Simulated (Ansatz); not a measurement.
**C3H6OSi: two geometries relaxed**

Are the two ends of the shift of H7 from C4 to C2 separate minima, and which lies lower? Each is relaxed from a guess. SMILES of the start: C#COC[SiH3].

All numbers below are computed with Ansatz 0.2.0 (RKS B3LYP-D4/6-31G).

## (1) The system as given

Bond lengths: C1–C2 1.201 Å, C2–O3 1.347 Å, O3–C4 1.335 Å, C4–Si5 1.892 Å, C1–H6 1.079 Å, C4–H7 1.126 Å, C4–H8 1.109 Å, Si5–H9 1.547 Å, Si5–H10 1.464 Å, Si5–H11 1.495 Å. Angles (14 of 15 angles, heavy atoms first): C1–C2–O3 177.5°, C2–O3–C4 112.6°, O3–C4–Si5 121.5°, C2–C1–H6 172.8°, O3–C4–H7 111.3°, O3–C4–H8 106.3°, Si5–C4–H7 107.4°, Si5–C4–H8 105.5°, C4–Si5–H9 109.3°, C4–Si5–H10 111.1°, C4–Si5–H11 112.5°, H7–C4–H8 103.1°, H9–Si5–H10 108.4°, H9–Si5–H11 106.0°.

Structure file:

```xyz
11

C     1.4971    1.9844    1.1446
C     1.1689    1.3681    0.1674
O     0.8477    0.6426   -0.9213
C    -0.3745    0.1104   -0.8414
Si   -0.6718   -1.5669   -0.0176
H     1.7003    2.6302    1.9847
H    -1.1099    0.8392   -0.3978
H    -0.7325   -0.0049   -1.8851
H    -0.3212   -1.4673    1.4862
H     0.1662   -2.6050   -0.6201
H    -2.1048   -1.9878   -0.0791
```

## (2) Relaxing end A

Contents of input.yaml:

```yaml
crystal:
  periodic: [false, false, false]
  atoms:
    - { symbol: C, position_ang: [1.4971, 1.9844, 1.1446] }
    - { symbol: C, position_ang: [1.1689, 1.3681, 0.1674] }
    - { symbol: O, position_ang: [0.8477, 0.6426, -0.9213] }
    - { symbol: C, position_ang: [-0.3745, 0.1104, -0.8414] }
    - { symbol: Si, position_ang: [-0.6718, -1.5669, -0.0176] }
    - { symbol: H, position_ang: [1.7003, 2.6302, 1.9847] }
    - { symbol: H, position_ang: [-1.1099, 0.8392, -0.3978] }
    - { symbol: H, position_ang: [-0.7325, -0.0049, -1.8851] }
    - { symbol: H, position_ang: [-0.3212, -1.4673, 1.4862] }
    - { symbol: H, position_ang: [0.1662, -2.605, -0.6201] }
    - { symbol: H, position_ang: [-2.1048, -1.9878, -0.0791] }
basis:
  gaussian: { orbitals: "6-31G" }
hamiltonian:
  xc: b3lyp
  dispersion: d4
relax:
  f_tol: 0.02
  max_steps: 50
```

On the command line:

```console
ansatz run input.yaml --threads 1 --pin off --max-ram 2048MiB --backend cpu --events-out ev --progress --plain --runs-dir out
```

Log (excerpt; [...] marks lines left out):

```text
Warning: RAYON_NUM_THREADS=1 ignored (pool sized by the plan → 1); use --threads N
[...]
Functional definition: B3LYP
[...]
858 factors; integrals over basis functions are off by at most 1.7e-4 eV
[...]
mean field -13127.21200249 eV, -482.4161431476 hartree, gradient 6.6e-5 eV, S^2 0.000000; 0 other end points of the search recorded, 0 dependent functions left out
[...]
reference -13127.21224629 eV, -482.4161521072 hartree; 23, 23 occupied and 38, 38 virtual orbitals, 858 factors
relax step   1: F+E_penalty+E_count = -13127.55375637 eV  Δ(F+E_penalty+E_count) = +0.000e0 eV  max|allowed force component| = 6.244e0 eV/Å  Δτ_max = 0.0000 Å  (24 SCF iters, accepted)
[...]
relax step   4: F+E_penalty+E_count = -13128.03690162 eV  Δ(F+E_penalty+E_count) = +9.207e-2 eV  max|allowed force component| = 1.115e0 eV/Å  Δτ_max = 0.1633 Å  (30 SCF iters, rejected (line search))
[...]
relax step   7: F+E_penalty+E_count = -13128.15487263 eV  Δ(F+E_penalty+E_count) = -1.943e-3 eV  max|allowed force component| = 9.212e-2 eV/Å  Δτ_max = 0.0691 Å  (23 SCF iters, accepted)
[...]
relax step  10: F+E_penalty+E_count = -13128.15547563 eV  Δ(F+E_penalty+E_count) = -5.772e-5 eV  max|allowed force component| = 2.364e-2 eV/Å  Δτ_max = 0.0211 Å  (25 SCF iters, accepted)
[...]
relax step  11: F+E_penalty+E_count = -13128.15551197 eV  Δ(F+E_penalty+E_count) = -3.634e-5 eV  max|allowed force component| = 2.179e-2 eV/Å  Δτ_max = 0.0190 Å  (25 SCF iters, accepted)
[...]
relax step  12: F+E_penalty+E_count = -13128.15554903 eV  Δ(F+E_penalty+E_count) = -3.706e-5 eV  max|allowed force component| = 1.480e-2 eV/Å  Δτ_max = 0.0175 Å  (24 SCF iters, accepted)
858 factors; integrals over basis functions are off by at most 1.7e-4 eV
mean field -13127.81260611 eV, -482.4382149237 hartree, gradient 4.8e-5 eV, S^2 0.000000; 1 other end points of the search recorded, 0 dependent functions left out
[...]
reference -13127.81284695 eV, -482.4382237744 hartree; 23, 23 occupied and 38, 38 virtual orbitals, 858 factors
Total energy: -13128.15578987 eV, -482.4508266941 hartree
Atom 0 at     1.519228     1.890101     1.208102 Å, force    -0.004793    -0.013408    -0.004186 eV/Å
Atom 1 at     1.158040     1.335884     0.192448 Å, force    -0.000472     0.006344     0.001572 eV/Å
Atom 2 at     0.791880     0.744600    -0.937050 Å, force    -0.001439     0.000516     0.005571 eV/Å
Atom 3 at    -0.570395     0.123762    -0.960723 Å, force     0.000574     0.013126     0.001481 eV/Å
Atom 4 at    -0.635753    -1.513990     0.074008 Å, force    -0.000340    -0.014804     0.004755 eV/Å
Atom 5 at     1.850468     2.373968     2.093682 Å, force     0.001978     0.003658    -0.003584 eV/Å
Atom 6 at    -1.297816     0.864342    -0.611020 Å, force     0.003677    -0.004666    -0.001922 eV/Å
Atom 7 at    -0.743135    -0.074332    -2.019237 Å, force     0.000842    -0.000461    -0.001679 eV/Å
Atom 8 at    -0.309527    -1.239066     1.508465 Å, force    -0.001752    -0.001002    -0.007766 eV/Å
Atom 9 at     0.335566    -2.501595    -0.497900 Å, force    -0.008691     0.008040     0.005337 eV/Å
Atom 10 at    -2.033055    -2.060673    -0.030273 Å, force     0.010416     0.002658     0.000422 eV/Å
Dipole moment:    -0.412658    -0.142273     0.041132 e Å
```

It took 38 s on 1 thread of Arm Neoverse V2, shared host; peak memory 0.15 GiB.

Relaxation path:

```csv
step,energy from step 1 (eV),largest force component (eV/Å)
1,0.0000,6.2441
2,-0.4651,2.5881
3,-0.5752,0.7049
4x,-0.4831,1.1149
5,-0.5958,0.0754
6,-0.5992,0.0815
7,-0.6011,0.0921
8,-0.6016,0.0233
9,-0.6017,0.0094
10,-0.6017,0.0236
11,-0.6018,0.0218
12,-0.6018,0.0148
```

Step 1 is the start. 1 step was tried and not accepted (marked x).

After: Bond lengths: C1–C2 1.212 Å, C2–O3 1.326 Å, O3–C4 1.497 Å, C4–Si5 1.938 Å, C1–H6 1.062 Å, C4–H7 1.095 Å, C4–H8 1.091 Å, Si5–H9 1.497 Å, Si5–H10 1.499 Å, Si5–H11 1.504 Å. Angles (14 of 15 angles, heavy atoms first): C1–C2–O3 178.4°, C2–O3–C4 116.7°, O3–C4–Si5 111.9°, C2–C1–H6 179.2°, O3–C4–H7 108.6°, O3–C4–H8 103.6°, Si5–C4–H7 112.2°, Si5–C4–H8 111.1°, C4–Si5–H9 110.4°, C4–Si5–H10 109.3°, C4–Si5–H11 107.5°, H7–C4–H8 109.1°, H9–Si5–H10 110.2°, H9–Si5–H11 109.6°.

## (3) Relaxing end B

The second end starts from a geometry with the move made by hand.

Edit input.yaml of step 2 so:

```diff
@@ -9,3 +9,3 @@
     - { symbol: H, position_ang: [1.7003, 2.6302, 1.9847] }
-    - { symbol: H, position_ang: [-1.1099, 0.8392, -0.3978] }
+    - { symbol: H, position_ang: [0.16337, 1.74242, -0.02469] }
     - { symbol: H, position_ang: [-0.7325, -0.0049, -1.8851] }
```

On the command line:

```console
ansatz run input.yaml --threads 1 --pin off --max-ram 2048MiB --backend cpu --events-out ev --progress --plain --runs-dir out
```

Log (excerpt; [...] marks lines left out):

```text
Warning: RAYON_NUM_THREADS=1 ignored (pool sized by the plan → 1); use --threads N
[...]
Functional definition: B3LYP
[...]
858 factors; integrals over basis functions are off by at most 1.7e-4 eV
[...]
mean field -13120.75574166 eV, -482.1788799384 hartree, gradient 2.7e-5 eV, S^2 0.000000; 0 other end points of the search recorded, 0 dependent functions left out
[...]
reference -13120.75599176 eV, -482.1788891295 hartree; 23, 23 occupied and 38, 38 virtual orbitals, 858 factors
relax step   1: F+E_penalty+E_count = -13121.10390036 eV  Δ(F+E_penalty+E_count) = +0.000e0 eV  max|allowed force component| = 1.116e1 eV/Å  Δτ_max = 0.0000 Å  (29 SCF iters, accepted)
[...]
relax step   4: F+E_penalty+E_count = -13125.33758283 eV  Δ(F+E_penalty+E_count) = -8.797e-1 eV  max|allowed force component| = 3.073e0 eV/Å  Δτ_max = 0.1942 Å  (31 SCF iters, accepted)
[...]
relax step   7: F+E_penalty+E_count = -13127.84444684 eV  Δ(F+E_penalty+E_count) = -5.679e-1 eV  max|allowed force component| = 1.029e0 eV/Å  Δτ_max = 0.1998 Å  (29 SCF iters, accepted)
[...]
relax step  10: F+E_penalty+E_count = -13128.12099916 eV  Δ(F+E_penalty+E_count) = -2.747e-2 eV  max|allowed force component| = 5.958e-1 eV/Å  Δτ_max = 0.2000 Å  (27 SCF iters, accepted)
[...]
relax step  11: F+E_penalty+E_count = -13128.14432176 eV  Δ(F+E_penalty+E_count) = -2.332e-2 eV  max|allowed force component| = 1.087e-1 eV/Å  Δτ_max = 0.2000 Å  (29 SCF iters, accepted)
[...]
relax step  12: F+E_penalty+E_count = -13128.15217188 eV  Δ(F+E_penalty+E_count) = -7.850e-3 eV  max|allowed force component| = 2.852e-2 eV/Å  Δτ_max = 0.1009 Å  (25 SCF iters, accepted)
[...]
858 factors; integrals over basis functions are off by at most 1.7e-4 eV
```

## (4) The output, continued: end point B relaxed

The log, continued (excerpt; [...] marks lines left out):

```text
mean field -13127.81355102 eV, -482.4382496485 hartree, gradient 6.3e-5 eV, S^2 0.000000; 0 other end points of the search recorded, 0 dependent functions left out
[...]
reference -13127.81379459 eV, -482.4382585994 hartree; 23, 23 occupied and 38, 38 virtual orbitals, 858 factors
relax step  13: F+E_penalty+E_count = -13128.15417910 eV  Δ(F+E_penalty+E_count) = -2.007e-3 eV  max|allowed force component| = 1.860e-2 eV/Å  Δτ_max = 0.0636 Å  (25 SCF iters, accepted)
[...]
relax step  18: F+E_penalty+E_count = -13128.15543363 eV  Δ(F+E_penalty+E_count) = -7.602e-5 eV  max|allowed force component| = 1.665e-2 eV/Å  Δτ_max = 0.0209 Å  (25 SCF iters, accepted)
[...]
relax step  19: F+E_penalty+E_count = -13128.15551332 eV  Δ(F+E_penalty+E_count) = -7.969e-5 eV  max|allowed force component| = 1.709e-2 eV/Å  Δτ_max = 0.0354 Å  (25 SCF iters, accepted)
[...]
Atom 1 at     1.323282     1.373671     0.225568 Å, force     0.009043    -0.002291    -0.002042 eV/Å
Atom 2 at     0.920944     0.808594    -0.905312 Å, force     0.012522     0.013440     0.015288 eV/Å
Atom 3 at    -0.462299     0.238488    -0.916927 Å, force    -0.014838    -0.017092     0.004808 eV/Å
Atom 4 at    -0.574054    -1.408929     0.100244 Å, force     0.000527     0.002197    -0.005170 eV/Å
Atom 5 at     2.083731     2.363952     2.126430 Å, force    -0.001287    -0.001308    -0.003606 eV/Å
Atom 6 at    -1.157782     1.000067    -0.549001 Å, force    -0.002945     0.004617     0.005004 eV/Å
Atom 7 at    -0.657583     0.058701    -1.974660 Å, force     0.004037     0.000242    -0.007777 eV/Å
Atom 8 at    -0.205460    -1.163891     1.529808 Å, force    -0.002279    -0.004739    -0.007110 eV/Å
Atom 9 at     0.341862    -2.429218    -0.504854 Å, force    -0.006908     0.008799     0.008098 eV/Å
Atom 10 at    -1.994990    -1.895012     0.019821 Å, force     0.008733     0.000601     0.002158 eV/Å
Dipole moment:    -0.416124    -0.126577     0.045351 e Å
```

Wall time 60 s (1 thread of Arm Neoverse V2, shared host); peak memory 0.15 GiB.

The steps of the relaxation:

```
step  energy from step 1 (eV)  largest force component (eV/Å)
   1                   0.0000                         11.1583
   2                  -2.2125                          5.6165
   3                  -3.3540                          2.2471
   4                  -4.2337                          3.0733
   5                  -5.2790                          3.6429
   6                  -6.1726                          2.9428
   7                  -6.7405                          1.0285
   8                  -6.9229                          0.7189
   9                  -6.9896                          0.5626
  10                  -7.0171                          0.5958
  11                  -7.0404                          0.1087
  12                  -7.0483                          0.0285
  13                  -7.0503                          0.0186
  14                  -7.0503                          0.1015
  15                  -7.0508                          0.0444
  16                  -7.0514                          0.0239
  17                  -7.0515                          0.0106
  18                  -7.0515                          0.0166
  19                  -7.0516                          0.0171
```

Step 1 is the start.

After: Bond lengths: C1–C2 1.212 Å, C2–O3 1.327 Å, O3–C4 1.496 Å, C4–Si5 1.939 Å, C1–H6 1.062 Å, C4–H7 1.095 Å, C4–H8 1.091 Å, Si5–H9 1.497 Å, Si5–H10 1.499 Å, Si5–H11 1.504 Å. Angles (14 of 15 angles, heavy atoms first): C1–C2–O3 178.3°, C2–O3–C4 116.7°, O3–C4–Si5 111.9°, C2–C1–H6 179.1°, O3–C4–H7 108.6°, O3–C4–H8 103.6°, Si5–C4–H7 112.2°, Si5–C4–H8 111.0°, C4–Si5–H9 110.3°, C4–Si5–H10 109.3°, C4–Si5–H11 107.5°, H7–C4–H8 109.1°, H9–Si5–H10 110.3°, H9–Si5–H11 109.7°.

Pairs that crossed the distance rule for bonds on the way: came closer C4–H7; moved apart C2–H7.

## (5) Outcome

| quantity | value |
| --- | --- |
| end A | 10 moves, 0.602 eV lower |
| end B | 18 moves, 7.052 eV lower |
| largest difference between the ends | 0.01 Å |
| end B relative to end A | +0.000 eV |

Both starts fell into the same minimum (no atom differs by more than 0.01 Å), so from this start no second minimum was found and no band was run; another arrangement could still be one. The basis is very small, so the numbers are rough.
